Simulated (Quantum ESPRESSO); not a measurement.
# FGeCl in Quantum ESPRESSO: single point with PBE

Aim: the single point of FGeCl with PBE.

All numbers are computed with Quantum ESPRESSO 7.5; they aren't measurements. Logs are shortened: lines on timing, memory, paths and dates and some standing lists are left out, and cuts for length are marked.

**1. The undisturbed crystal**

The cell holds a molecule in a box, 3 atoms: a = 11.000 Å, b = 12.000 Å, c = 10.000 Å, α = 90.00°, β = 90.00°, γ = 90.00°.

**2. Single point, PBE (atoms moved at random, drawn with an rms of 0.05 Å)**

The input, pw.in:

```
&CONTROL
  calculation = 'scf'
  prefix = 'pwscf'
  outdir = './tmp'
  pseudo_dir = './pseudo'
  tprnfor = .true.
  disk_io = 'nowf'
/
&SYSTEM
  ibrav = 0
  nat = 3
  ntyp = 3
  ecutwfc = 84
  nbnd = 21
  occupations = 'smearing'
  smearing = 'fd'
  degauss = 0.00367493
/
&ELECTRONS
  conv_thr = 6d-10
  electron_maxstep = 120
  mixing_beta = 0.5
/
ATOMIC_SPECIES
F     18.9984 F.upf
Ge    72.6300 Ge.upf
Cl    35.4500 Cl.upf
CELL_PARAMETERS angstrom
  11.0000000000    0.0000000000    0.0000000000
   0.0000000000   12.0000000000    0.0000000000
   0.0000000000    0.0000000000   10.0000000000
ATOMIC_POSITIONS crystal
F      0.5146740000    0.6239950000    0.5398320000
Ge     0.4387860000    0.5128980000    0.4706430000
Cl     0.5666070000    0.3817010000    0.5319690000
K_POINTS gamma
```

Potentials or basis: PseudoDojo 0.4.1 SR PBE standard.

Started as:

```bash
$ OMP_NUM_THREADS=1 pw.x -in pw.in > pw.out
```

pw.out:

```text
This program is part of the open-source Quantum ESPRESSO suite
     for quantum simulation of materials; please cite
         "P. Giannozzi et al., J. Phys.:Condens. Matter 21 395502 (2009);
         "P. Giannozzi et al., J. Phys.:Condens. Matter 29 465901 (2017);
         "P. Giannozzi et al., J. Chem. Phys. 152 154105 (2020);
     in publications or presentations arising from this work. More details at

     gamma-point specific algorithms are used

     G-vector sticks info
     --------------------
     sticks:   dense  smooth     PW     G-vecs:    dense   smooth      PW
     Sum       12613   12613   3151               926483   926483  115781

     Using Slab Decomposition

     bravais-lattice index     =            0
     lattice parameter (alat)  =      20.7870  a.u.
     unit-cell volume          =    8907.8015 (a.u.)^3
     number of atoms/cell      =            3
     number of atomic types    =            3
     number of electrons       =        28.00
     number of Kohn-Sham states=           21
     kinetic-energy cutoff     =      84.0000  Ry
     charge density cutoff     =     336.0000  Ry
     scf convergence threshold =      6.0E-10
     mixing beta               =       0.5000
     number of iterations used =            8  plain     mixing
     Exchange-correlation= PBE
                           (   1   4   3   4   0   0   0)

     celldm(1)=  20.786987  celldm(2)=   0.000000  celldm(3)=   0.000000
     celldm(4)=   0.000000  celldm(5)=   0.000000  celldm(6)=   0.000000

     crystal axes: (cart. coord. in units of alat)
               a(1) = (   1.000000   0.000000   0.000000 )
               a(2) = (   0.000000   1.090909   0.000000 )
               a(3) = (   0.000000   0.000000   0.909091 )

     reciprocal axes: (cart. coord. in units 2 pi/alat)
               b(1) = (  1.000000  0.000000  0.000000 )
               b(2) = (  0.000000  0.916667  0.000000 )
               b(3) = (  0.000000  0.000000  1.100000 )

     PseudoPot. # 1 for F  read from file:
     F.upf
     Pseudo is Norm-conserving + core correction, Zval =  7.0
     Generated using ONCVPSP code by D. R. Hamann
     Using radial grid of  832 points,  5 beta functions with:
                l(1) =   0
                l(2) =   0
                l(3) =   1
                l(4) =   1
                l(5) =   2

     PseudoPot. # 2 for Ge read from file:
     Ge.upf
     Pseudo is Norm-conserving + core correction, Zval = 14.0
     Generated using ONCVPSP code by D. R. Hamann
     Using radial grid of 1560 points,  6 beta functions with:
                l(1) =   0
                l(2) =   0
                l(3) =   1
                l(4) =   1
                l(5) =   2
                l(6) =   2

     PseudoPot. # 3 for Cl read from file:
     Cl.upf
     Pseudo is Norm-conserving + core correction, Zval =  7.0
     Generated using ONCVPSP code by D. R. Hamann
     Using radial grid of 1028 points,  6 beta functions with:
                l(1) =   0
                l(2) =   0
                l(3) =   1
                l(4) =   1
                l(5) =   2
                l(6) =   2

     atomic species   valence    mass     pseudopotential
     F                 7.00    18.99840     F ( 1.00)
     Ge               14.00    72.63000     Ge( 1.00)
     Cl                7.00    35.45000     Cl( 1.00)

     No symmetry found

   Cartesian axes

     site n.     atom                  positions (alat units)
         1        F      tau(   1) = (   0.5146740   0.6807218   0.4907564  )
         2        Ge     tau(   2) = (   0.4387860   0.5595251   0.4278573  )
         3        Cl     tau(   3) = (   0.5666070   0.4164011   0.4836082  )

     number of k points=     1  Fermi-Dirac smearing, width (Ry)=  0.0037
                       cart. coord. in units 2pi/alat
        k(    1) = (   0.0000000   0.0000000   0.0000000), wk =   2.0000000

     Dense  grid:   463242 G-vectors     FFT dimensions: ( 125, 135, 120)

     Initial potential from superposition of free atoms

     starting charge      27.9992, renormalised to      28.0000

     negative rho (up, down):  5.948E-05 0.000E+00
     Starting wfcs are   17 randomized atomic wfcs +    4 random wfcs

     Self-consistent Calculation

     iteration #  1     ecut=    84.00 Ry     beta= 0.50
     Davidson diagonalization with overlap
     ethr =  1.00E-02,  avg # of iterations =  8.0

     negative rho (up, down):  7.897E-06 0.000E+00

     total energy              =    -260.74411675 Ry
     estimated scf accuracy    <       0.31258445 Ry

     iteration #  2     ecut=    84.00 Ry     beta= 0.50
     Davidson diagonalization with overlap
     ethr =  1.12E-03,  avg # of iterations =  2.0

     negative rho (up, down):  3.735E-06 0.000E+00

     total energy              =    -260.82815202 Ry
     estimated scf accuracy    <       0.09161951 Ry

     iteration #  3     ecut=    84.00 Ry     beta= 0.50
     Davidson diagonalization with overlap
     ethr =  3.27E-04,  avg # of iterations =  5.0

     negative rho (up, down):  8.321E-07 0.000E+00

     total energy              =    -260.84478709 Ry
     estimated scf accuracy    <       0.00568036 Ry

     iteration #  4     ecut=    84.00 Ry     beta= 0.50
     Davidson diagonalization with overlap
     ethr =  2.03E-05,  avg # of iterations = 14.0

     negative rho (up, down):  9.167E-08 0.000E+00

     total energy              =    -260.84557770 Ry
     estimated scf accuracy    <       0.00123133 Ry

     iteration #  5     ecut=    84.00 Ry     beta= 0.50
     Davidson diagonalization with overlap
     ethr =  4.40E-06,  avg # of iterations =  2.0

     negative rho (up, down):  3.127E-08 0.000E+00

     total energy              =    -260.84571427 Ry
     estimated scf accuracy    <       0.00008172 Ry

     iteration #  6     ecut=    84.00 Ry     beta= 0.50
     Davidson diagonalization with overlap
     ethr =  2.92E-07,  avg # of iterations =  2.0

     total energy              =    -260.84573060 Ry
     estimated scf accuracy    <       0.00000667 Ry

     iteration #  7     ecut=    84.00 Ry     beta= 0.50
     Davidson diagonalization with overlap
     ethr =  2.38E-08,  avg # of iterations =  2.0

     total energy              =    -260.84573167 Ry
     estimated scf accuracy    <       0.00000084 Ry

     iteration #  8     ecut=    84.00 Ry     beta= 0.50
     Davidson diagonalization with overlap
     ethr =  3.00E-09,  avg # of iterations =  2.0

     total energy              =    -260.84573179 Ry
     estimated scf accuracy    <       0.00000008 Ry

     iteration #  9     ecut=    84.00 Ry     beta= 0.50
     Davidson diagonalization with overlap
     ethr =  2.80E-10,  avg # of iterations =  3.0

     total energy              =    -260.84573180 Ry
     estimated scf accuracy    <          4.3E-09 Ry

     iteration # 10     ecut=    84.00 Ry     beta= 0.50
     Davidson diagonalization with overlap
     ethr =  1.55E-11,  avg # of iterations =  3.0

     total energy              =    -260.84573180 Ry
     estimated scf accuracy    <          1.2E-09 Ry

     iteration # 11     ecut=    84.00 Ry     beta= 0.50
     Davidson diagonalization with overlap
     ethr =  4.38E-12,  avg # of iterations =  2.0

     End of self-consistent calculation

          k = 0.0000 0.0000 0.0000 ( 57891 PWs)   bands (ev):

   -30.4778 -29.8629 -29.8577 -29.7938 -29.6447 -28.0390 -19.9152 -13.1895
   -10.0169  -9.7718  -9.5311  -7.6726  -7.4140  -6.9178  -3.1627  -0.7617
    -0.3353  -0.0763   1.0397   1.2240   1.3230

     the Fermi energy is    -5.3522 ev

!    total energy              =    -260.84573180 Ry
     estimated scf accuracy    <          2.5E-11 Ry
     smearing contrib. (-TS)   =      -0.00000000 Ry
     internal energy E=F+TS    =    -260.84573180 Ry

     The total energy is F=E-TS. E is the sum of the following terms:
     one-electron contribution =    -445.60156736 Ry
     hartree contribution      =     228.11057128 Ry
     xc contribution           =     -63.52337350 Ry
     ewald contribution        =      20.16863779 Ry

     convergence has been achieved in  11 iterations

     Forces acting on atoms (cartesian axes, Ry/au):

     atom    1 type  1   force =     0.02604291    0.04806567    0.02262670
     atom    2 type  2   force =    -0.02950959   -0.04036245   -0.02363428
     atom    3 type  3   force =     0.00346668   -0.00770322    0.00100758

     Total force =     0.081433     Total SCF correction =     0.000017

=------------------------------------------------------------------------------=
   JOB DONE.
=------------------------------------------------------------------------------=
```

It took 1.9 min on 1 thread of AMD EPYC (Zen 3), shared host; peak memory 0.69 GiB.

What came out:

```yaml
Free_energy: -3548.9870 eV
Largest_force: 1.521 eV/Å
Gap_between_the_frontier_levels: 3.76 eV
```

Forces on the atoms (eV/Å):
```
F    0.670  1.236  0.582
Ge  -0.759 -1.038 -0.608
Cl   0.089 -0.198  0.026
```

Levels at points of the mesh, in eV from the valence-band top:
```
           k point  band 12  band 13  band 14  band 15  band 16  band 17
(0.00, 0.00, 0.00)    -0.75    -0.50     0.00     3.76     6.16     6.58
```

Caveat: this is a molecule in a periodic box, so the gap is that between its Kohn-Sham HOMO and LUMO and the box isn't a crystal.
